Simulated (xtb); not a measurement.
# doublet GaH2SClO+: a first try and a second

Wanted: a structure relaxation of doublet GaH2SClO+, GFN1-xTB (ddCOSMO cs2).

The results are computed with xtb 6.7.1.

2 further runs of the same task are left out: 2 set aside as unsound or not needed.

## Step 1: The molecule

The species is GaH2SClO+ (6 atoms), meant as a doublet with charge +1. As SMILES of the parent species, `[OH][Ga]([SH])[Cl]`. The shape was relaxed beforehand at GFN2-xTB. This is one conformer, not always the lowest. The run starts from this shape.

Bond lengths: O1–Ga2 1.742 Å, Ga2–S3 2.231 Å, Ga2–Cl4 2.074 Å, O1–H5 0.954 Å, S3–H6 1.332 Å. Angles: O1–Ga2–S3 119.6°, O1–Ga2–Cl4 112.8°, S3–Ga2–Cl4 127.6°, Ga2–O1–H5 135.9°, Ga2–S3–H6 91.8°.

## Step 2: First attempt

xcontrol

```
$opt
   maxcycle=30
$end
```

geom.xyz

```xyz
6

O     -1.00217     1.43321    -2.14567
Ga    -0.34151    -1.20950    -0.29842
S      1.85486    -0.75718     3.27176
Cl    -1.78578    -4.52084    -1.81593
H     -0.61544     3.19268    -2.07471
H      1.96940     1.74069     2.97586
```

Command:

```console
$ xtb geom.xyz --norestart -v --chrg 1 -u 1 --opt tight --gfn 1 --iterations 60 -I xcontrol --cosmo cs2 > geom.out
```

The program printed:

```text
* xtb version 6.7.1
$$$$$$$$$$$$$$$$$$$$$$$$$$$$$$$$$$$$$$$$$$$$$$$$$$$$$$$$$$$$$$$$$$$$$$$$
 CONSTRAINTS & SCANS: DEBUG SECTION
$$$$$$$$$$$$$$$$$$$$$$$$$$$$$$$$$$$$$$$$$$$$$$$$$$$$$$$$$$$$$$$$$$$$$$$$
   ID    Z sym.   atoms
    1    8 O      1
    2   31 Ga     2
    3   16 S      3
    4   17 Cl     4
    5    1 H      5, 6
$$$$$$$$$$$$$$$$$$$$$$$$$$$$$$$$$$$$$$$$$$$$$$$$$$$$$$$$$$$$$$$$$$$$$$$$

           -------------------------------------------------
          |                Calculation Setup                |
           -------------------------------------------------

[... 20 lines left out ...]
        zeta-weighting                 0.000000
[... 46 lines left out ...]
          :  -> SCF convergence          0.1000000E-05 Eh   :
          :  -> wf. convergence          0.2000000E-04 e    :
[... 12 lines left out ...]
   *** convergence criteria cannot be satisfied within 60 iterations ***
[... 16 lines left out ...]
 SCC (total)                   0 d,  0 h,  0 min,  0.082 sec
 SCC setup                      ...        0 min,  0.000 sec (  0.476%)
 Dispersion                     ...        0 min,  0.000 sec (  0.029%)
 classical contributions        ...        0 min,  0.000 sec (  0.011%)
 integral evaluation            ...        0 min,  0.001 sec (  1.655%)
 iterations                     ...        0 min,  0.076 sec ( 92.212%)
 molecular gradient             ...        0 min,  0.002 sec (  2.884%)
 printout                       ...        0 min,  0.002 sec (  2.714%)

########################################################################
[ERROR] Program stopped due to fatal error
-3- Single point calculation terminated
-2- xtb_calculator_singlepoint: Electronic structure method terminated
-1- scf: Self consistent charge iterator did not converge
########################################################################
```

Standard error:

```text
ERROR STOP
Error termination. Backtrace:
abnormal termination of xtb
```

Run time: 0.11 s. Hardware: 1 thread of Arm Neoverse V1, shared host.

## Step 3: What went wrong

The run stopped without converging.

The telling line is `1- scf: Self consistent charge iterator did not converge`. What is wrong: numbers in bohr are read as ångström, which stretches the molecule by 1.89. As the program read them, the closest atoms are 1.80 Å apart, against 0.95 Å in the sound input.

## Step 4: The mended input

coord

```
$coord
     -1.002167117316      1.433213646343     -2.145674410397  o
     -0.341507525790     -1.209500308805     -0.298423659875  ga
      1.854864457079     -0.757184912246      3.271756538883  s
     -1.785777959688     -4.520844720274     -1.815930429733  cl
     -0.615440335090      3.192684728651     -2.074705745787  h
      1.969398867766      1.740689094355      2.975863222290  h
$end
```

Command:

```console
$ xtb coord --cosmo cs2 --chrg 1 -u 1 --gfn 1 -o tight --norestart -v --parallel 1 > out.txt 2> xtb.err
```

The program printed:

```text
* xtb version 6.7.1
[...]
      * Solvation model:               COSMO
        Solvent                        cs2
[...]
        Solvent mass                       7.6140E+01 g/mol
[...]
          :  # basis functions                  38          :
[...]
          :  # electrons                        23          :
[...]
          :  Hamiltonian                  GFN1-xTB          :
[...]
          :  net charge                          1          :
          :  unpaired electrons                  1          :
[...]
   *** convergence criteria satisfied after 18 iterations ***
[...]
   *** GEOMETRY OPTIMIZATION CONVERGED AFTER 50 ITERATIONS ***
[...]
   *** convergence criteria satisfied after 3 iterations ***
[...]
         ::                     SUMMARY                     ::
         :::::::::::::::::::::::::::::::::::::::::::::::::::::
         :: total energy             -14.725602695476 Eh    ::
         :: w/o Gsasa/hb/shift       -14.702957877320 Eh    ::
         :: gradient norm              0.000366067487 Eh/a0 ::
         :: HOMO-LUMO gap              5.834928568875 eV    ::
         ::.................................................::
         :: HOMO orbital eigv.       -14.626750439674 eV    ::
         :: LUMO orbital eigv.        -8.791821870799 eV    ::
         ::.................................................::
         :: SCC energy               -14.780035304033 Eh    ::
         :: -> electrostatic           0.147645515688 Eh    ::
         :: -> Gsolv                  -0.086412541513 Eh    ::
         ::    -> Gelec               -0.063767723356 Eh    ::
         ::    -> Gsasa               -0.022644818157 Eh    ::
         ::    -> Ghb                  0.000000000000 Eh    ::
         ::    -> Gshift               0.000000000000 Eh    ::
[...]
        12        1.0018           -0.5375232             -14.6268 (HOMO)
        13                         -0.3230935              -8.7918 (LUMO)
[...]
     #   Z sym  total        # sym  WBO       # sym  WBO       # sym  WBO
 ---------------------------------------------------------------------------
     1   8      2.146 --     2      1.193     5      0.816
     2  31      3.358 --     1      1.193     4      1.192     3      0.916
     3  16      2.274 --     2      0.916     6      0.894     4      0.386
     4  17      1.645 --     2      1.192     3      0.386
     5   1      0.844 --     1      0.816
     6   1      0.935 --     3      0.894
 ---------------------------------------------------------------------------
[...]
          | TOTAL ENERGY              -14.725602695476 Eh   |
          | GRADIENT NORM               0.000366067487 Eh/α |
          | HOMO-LUMO GAP               5.834928568875 eV   |
           -------------------------------------------------
[...]
```

Standard error:

```text
normal termination of xtb
```

Wall time 1.2 s (1 thread of Arm Neoverse V1, shared host).

Step by step:

```csv
step,energy from the first frame kept (eV)
0,0.0000
2,-0.0525
4,-0.0597
6,-0.0676
8,-0.0712
10,-0.0734
12,-0.0750
14,-0.0799
16,-0.0832
18,-0.0853
20,-0.0873
22,-0.0922
24,-0.0965
26,-0.0995
28,-0.1013
30,-0.1041
32,-0.0861
34,-0.1098
36,-0.1141
38,-0.1162
40,-0.1188
42,-0.0114
44,-0.1215
46,-0.1240
48,-0.1242
49,-0.1242
```

After the run. Bond lengths: O1–Ga2 1.725 Å, Ga2–S3 2.223 Å, Ga2–Cl4 2.107 Å, O1–H5 0.962 Å, S3–H6 1.322 Å. Angles: O1–Ga2–S3 129.5°, O1–Ga2–Cl4 120.2°, S3–Ga2–Cl4 108.8°, Ga2–O1–H5 125.6°, Ga2–S3–H6 99.4°.

## Step 5: Outcome

At GFN1-xTB (ddCOSMO cs2):

```
                   quantity          value
    total energy at the end   -14.72560 Eh
HOMO energy (partly filled)      -14.63 eV
                LUMO energy       -8.79 eV
          dispersion energy   -5.28 kJ/mol
 solvent term in the energy  -226.9 kJ/mol
```

The optimisation took 50 steps and changed the energy by -0.124 eV.
